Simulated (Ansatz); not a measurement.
# CH₄ClGeNO: a ladder of functionals and wavefunction methods

Aim: compute CH₄ClGeNO with functionals from several rungs and with coupled cluster, and see how far each lands from CCSD(T) at the basis-set limit for the atomisation energy.

Program: Ansatz 0.2.0, Gaussian basis. Level of theory: functionals in def2-TZVPP, the program's frozen cores in correlated methods. These are calculated values, not measurements.

The runs, in order: LDA (SPW92), PBE-D4, revPBE-D4, BLYP-D4, r2SCAN-D4, B97M-V, PBE0-D4, B3LYP-D4, r2SCANh-D4, r2SCAN0-D4, HSE06-D4, BHLYP-D4, CAM-B3LYP-D4, LC-ωPBE, ωB97X-V, ωB97M-V, B2PLYP, PBE-QIDH; CCSD(T)/def2-SVP; CCSD(T)/def2-TZVPP; MP2/def2-QZVPP; extrapolation to the limit; RPA on PBE.

### Step 1. Structure used throughout

An earlier PBE0-D4 in a triple-zeta def2 set relaxation fixed the geometry.

9 atoms, charge 0, spin multiplicity 1.

Atoms are counted from 1 here; the program's logs count them from 0.

Bond lengths: Cl1–Ge2 2.137 Å, Ge2–N3 1.833 Å, Ge2–O5 1.792 Å, Ge2–H6 1.533 Å, N3–C4 1.471 Å, N3–H7 1.009 Å, C4–O5 1.430 Å, C4–H8 1.095 Å, C4–H9 1.097 Å. Angles: Cl1–Ge2–N3 115.0°, Cl1–Ge2–O5 113.8°, Cl1–Ge2–H6 105.9°, N3–Ge2–O5 77.3°, N3–Ge2–H6 124.8°, O5–Ge2–H6 118.2°, Ge2–N3–C4 88.5°, Ge2–N3–H7 122.7°, C4–N3–H7 116.6°, N3–C4–O5 102.5°, N3–C4–H8 111.7°, N3–C4–H9 113.0°, O5–C4–H8 109.3°, O5–C4–H9 110.6°, H8–C4–H9 109.5°, Ge2–O5–C4 91.4°.

As a file:

```
Cl   -2.2523    0.4825    1.8388
Ge   -0.6715    0.8398    0.4461
N     0.7681   -0.2841    0.6023
C     0.4373   -0.8278   -0.7244
O    -0.7826   -0.1519   -1.0418
H    -0.5806    2.3627    0.2970
H     1.7110    0.0526    0.7296
H     0.2546   -1.9071   -0.6866
H     1.2045   -0.6130   -1.4782
```

### Step 2. LDA

This LDA is Slater exchange with PW92 correlation.

Input file in.yaml:

```yaml
crystal:
  periodic: [false, false, false]
  atoms:
    - {symbol: Cl, position_ang: [-2.252334, 0.482529, 1.838752]}
    - {symbol: Ge, position_ang: [-0.671528, 0.839843, 0.446110]}
    - {symbol: N, position_ang: [0.768083, -0.284146, 0.602259]}
    - {symbol: C, position_ang: [0.437324, -0.827771, -0.724411]}
    - {symbol: O, position_ang: [-0.782650, -0.151898, -1.041815]}
    - {symbol: H, position_ang: [-0.580649, 2.362651, 0.296988]}
    - {symbol: H, position_ang: [1.711028, 0.052552, 0.729627]}
    - {symbol: H, position_ang: [0.254639, -1.907104, -0.686566]}
    - {symbol: H, position_ang: [1.204485, -0.612958, -1.478245]}
basis:
  gaussian: {orbitals: def2-TZVPP}
hamiltonian: {xc: lda}
output: {orbitals: {seedname: orbitals}}
```

Further steps of the session: PBE-D4 (GGA); revPBE-D4 (GGA); BLYP-D4 (GGA); r2SCAN-D4 (meta-GGA); B97M-V (meta-GGA); PBE0-D4 (hybrid); B3LYP-D4 (hybrid); r2SCANh-D4 (hybrid); r2SCAN0-D4 (hybrid); HSE06-D4 (hybrid); BHLYP-D4 (hybrid); CAM-B3LYP-D4 (range-separated); LC-ωPBE (range-separated); ωB97X-V (range-separated); ωB97M-V (range-separated); B2PLYP (double hybrid); PBE-QIDH (double hybrid); CCSD(T) in def2-SVP; CCSD(T) in def2-TZVPP; MP2 in def2-QZVPP; RPA on PBE orbitals.

**Question.** What will the summary of the whole plan be? Wanted: atomisation energy, CCSD(T)/CBS; farthest beyond LDA; mean size of error, GGA; mean size of error, meta-GGA; mean size of error, hybrid; mean size of error, range-separated; mean size of error, double hybrid; gap, smallest and largest; T1 diagnostic.

As calculated:

| quantity | value |
| --- | --- |
| atomisation energy, CCSD(T)/CBS | 752.8 kcal/mol |
| functionals within 7.5 kcal/mol (1.0 %) | revPBE-D4, BLYP-D4, r2SCAN-D4, B97M-V, PBE0-D4, HSE06-D4, CAM-B3LYP-D4, LC-ωPBE, ωB97X-V, ωB97M-V, PBE-QIDH |
| farthest beyond LDA | BHLYP-D4 (-37.2 kcal/mol) |
| mean size of error, GGA | 9.6 kcal/mol |
| mean size of error, meta-GGA | 1.5 kcal/mol |
| mean size of error, hybrid | 12.2 kcal/mol |
| mean size of error, range-separated | 2.8 kcal/mol |
| mean size of error, double hybrid | 9.8 kcal/mol |
| gap, smallest and largest | 4.47 eV (LDA (SPW92)), 11.94 eV (LC-ωPBE) |
| T1 diagnostic | 0.0118 |
| triples share of the correlation energy | 4.0 % |

What this shows: The LDA atomisation energy is off by 131.4 kcal/mol (17 %): it overbinds. PBE-D4 misses by +19.3 kcal/mol. Double hybrids carry the basis error of their MP2 part in triple zeta, and no dispersion term here, so their miss is partly the set-up's. The rungs meta-GGA, range-separated miss on average by less than the doubt on the reference (7.5 kcal/mol), so they tie. The reference freezes the cores and leaves out relativity and excitations past (T), and its outer-core shells are covered unevenly, so misses under about 7.5 kcal/mol can't be ranked. Hartree-Fock recovers 66 % of the binding; the rest is correlation. CCSD(T) in def2-SVP is off by -59.3 kcal/mol, which most functionals beat. Orbital gaps span 4.5 to 11.9 eV; exact exchange widens them. Correlated methods include outer-core shells of Ge, which these sets cover unevenly.
